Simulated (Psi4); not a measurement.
# HBr (hydrogen bromide) at BCCD(T)/aug-cc-pVDZ-DK (DKH2)

What is the energy change on altering one bond length of HBr (hydrogen bromide) at BCCD(T)/aug-cc-pVDZ-DK (DKH2)? 

The calculation is run with Psi4 1.11.

1 further run of the same task is left out (it didn't finish).

### 1 The molecule

HBr: 2 atoms, total charge 0, spin state singlet. As SMILES, `Br`. Geometry: relaxed at GFN2-xTB.

Bond lengths: Br1–H2 1.401 Å.

### 2 The energy at BCCD(T)/aug-cc-pVDZ-DK (DKH2)

The input, brh.xyz:

```xyz
2
BrH
Br    -0.594900     0.214950    -0.300840
H      0.594900    -0.214950     0.300840
```

The input, job.py:

```python
import psi4

psi4.set_memory('1600 MB')
psi4.set_num_threads(1)
psi4.core.set_output_file('run.log', False)

with open('brh.xyz') as f:
    atoms = ''.join(f.readlines()[2:])
mol = psi4.geometry('0 1\n' + atoms + '')

options = {'basis': 'aug-cc-pVDZ-DK', 'scf_type': 'pk', 'relativistic': 'dkh', 'dkh_order': 2}
psi4.set_options(options)

result = psi4.energy("bccd(t)")
print(f'bccd(t) energy: {result:.10f} Eh')
```

On the command line:

```console
$ python job.py
```

run.log:

```text
[...]
  Running in c2v symmetry.
[...]
  Nuclear repulsion =   13.221146466516117
[...]
  Multiplicity = 1
[...]
  Nalpha       = 18
  Nbeta        = 18
[...]
    Number of basis functions: 45
[...]
   @RHF iter   1: -2604.67412191803487   -1.65472e+00   2.23283e-02 DIIS/ADIIS
[...]
   @RHF iter  10: -2604.80408691098410   -9.09495e-13   1.51832e-09 DIIS
[...]
    Orbital Energies [Eh]
    ---------------------
    Doubly Occupied:
       1A1  -498.118785     2A1   -67.073630     3A1   -58.982542
       1B2   -58.981302     1B1   -58.981302     4A1   -10.178548
       5A1    -7.538927     2B1    -7.530500     2B2    -7.530500
       6A1    -3.142158     3B1    -3.137580     3B2    -3.137580
       7A1    -3.127963     1A2    -3.127963     8A1    -1.063702
       9A1    -0.586793     4B1    -0.434563     4B2    -0.434563
[...]
  @RHF Final Energy: -2604.80408691098410
   => Energetics <=
    Nuclear Repulsion Energy =             13.2211464665161174
    One-Electron Energy =               -3649.8326671780978359
    Two-Electron Energy =                1031.8074338005974369
    Total Energy =                      -2604.8040869109845517
[...]
 Multipole Moments:
 ------------------------------------------------------------------------------------
     Multipole            Electronic (a.u.)      Nuclear  (a.u.)        Total (a.u.)
 ------------------------------------------------------------------------------------
 L = 1.  Multiply by 2.5417464519 to convert [e a0] to [Debye]
 Dipole X            :          0.0000000            0.0000000            0.0000000
 Dipole Y            :          0.0000000            0.0000000            0.0000000
 Dipole Z            :         -1.0781421            1.4455699            0.3674278
 Magnitude           :                                                    0.3674278
[...]
      * MP2 total energy                      = -2604.966951610843353
[...]
      * CCSD total energy                     = -2604.979306688864654
[...]
      * CCSD total energy                     = -2604.979102621829043
[...]
      * MP2 total energy                      = -2604.969147608450385
[...]
      * CCSD total energy                     = -2604.979099242800203
[...]
      * CCSD(T) total energy                  = -2604.983688498272386
```

Standard output:

```text
bccd(t) energy: -2604.9836884983 Eh
```

It took 16 s on 1 thread of Intel Xeon Platinum 8488C (Sapphire Rapids), shared host; peak memory 0.39 GiB.

### 3 The distorted shape

The input, input.dat:

```
memory 1600 mb

molecule {
  Br    -1.784739     0.644864    -0.902540
  H      0.594900    -0.214950     0.300840
}

set basis aug-cc-pVDZ-DK
set scf_type pk
set relativistic dkh
set dkh_order 2

result = energy("bccd(t)")
```

On the command line:

```console
$ psi4 input.dat output.dat -n 1
```

output.dat:

```text
[...]
  Running in c2v symmetry.
[...]
  Nuclear repulsion =    6.610464677105668
[...]
  Multiplicity = 1
[...]
  Nalpha       = 18
  Nbeta        = 18
[...]
    Number of basis functions: 45
[...]
   @RHF iter   1: -2604.31256159729946   -1.74368e+00   2.53277e-02 ADIIS/DIIS
[...]
   @RHF iter  11: -2604.61216023733459    0.00000e+00   3.41770e-09 DIIS
[...]
    Orbital Energies [Eh]
    ---------------------
    Doubly Occupied:
       1A1  -498.132331     2A1   -67.084488     3A1   -58.994016
       1B1   -58.991870     1B2   -58.991870     4A1   -10.185569
       5A1    -7.546730     2B1    -7.535691     2B2    -7.535691
       6A1    -3.150067     3B1    -3.145456     3B2    -3.145456
       7A1    -3.131714     1A2    -3.131714     8A1    -1.005215
       4B2    -0.423869     4B1    -0.423869     9A1    -0.399946
[...]
  @RHF Final Energy: -2604.61216023733459
   => Energetics <=
    Nuclear Repulsion Energy =              6.6104646771056679
    One-Electron Energy =               -3636.5341254995164491
    Two-Electron Energy =                1025.3115005850766011
    Total Energy =                      -2604.6121602373341375
[...]
 Multipole Moments:
 ------------------------------------------------------------------------------------
     Multipole            Electronic (a.u.)      Nuclear  (a.u.)        Total (a.u.)
 ------------------------------------------------------------------------------------
 L = 1.  Multiply by 2.5417464519 to convert [e a0] to [Debye]
 Dipole X            :          0.0000000           -0.0000000           -0.0000000
 Dipole Y            :          0.0000000           -0.0000000           -0.0000000
 Dipole Z            :         -2.0576962            2.8911873            0.8334911
 Magnitude           :                                                    0.8334911
[...]
      * MP2 total energy                      = -2604.805473064943726
[...]
      * CCSD total energy                     = -2604.840774313105612
[...]
      * CCSD total energy                     = -2604.840579883144528
[...]
      * MP2 total energy                      = -2604.819706197183677
[...]
      * CCSD total energy                     = -2604.840579960630293
[...]
      * CCSD(T) total energy                  = -2604.854746926774169
[...]
```

Run time: 43 s. Hardware: 1 thread of Intel Xeon Platinum 8488C (Sapphire Rapids), shared host; peak memory 0.39 GiB.

### 4 Outcome

Level: BCCD(T)/aug-cc-pVDZ-DK (DKH2).

| quantity | value |
| --- | --- |
| first shape: total energy | -2604.98369 Eh |
| first shape: HOMO energy (Hartree–Fock orbitals) | -11.83 eV |
| first shape: LUMO energy (Hartree–Fock orbitals) | 0.95 eV |
| first shape: HOMO–LUMO gap (Hartree–Fock orbitals) | 12.77 eV |
| first shape: correlation energy | -179.6 mEh |
| distorted shape: total energy | -2604.85475 Eh |
| distorted shape: HOMO energy (Hartree–Fock orbitals) | -10.88 eV |
| distorted shape: LUMO energy (Hartree–Fock orbitals) | -3.36 eV |
| distorted shape: HOMO–LUMO gap (Hartree–Fock orbitals) | 7.52 eV |
| distorted shape: correlation energy | -242.6 mEh |
| energy change with the Br1–H2 bond stretched from 1.401 to 2.802 Å | 3.509 eV |

In words: With the Br1–H2 bond stretched from 1.401 to 2.802 Å the energy rises by 3.51 eV (339 kJ/mol). The first shape isn't relaxed at this level, so the change isn't measured from a minimum. A restricted reference can't describe the breaking bond well at this length.
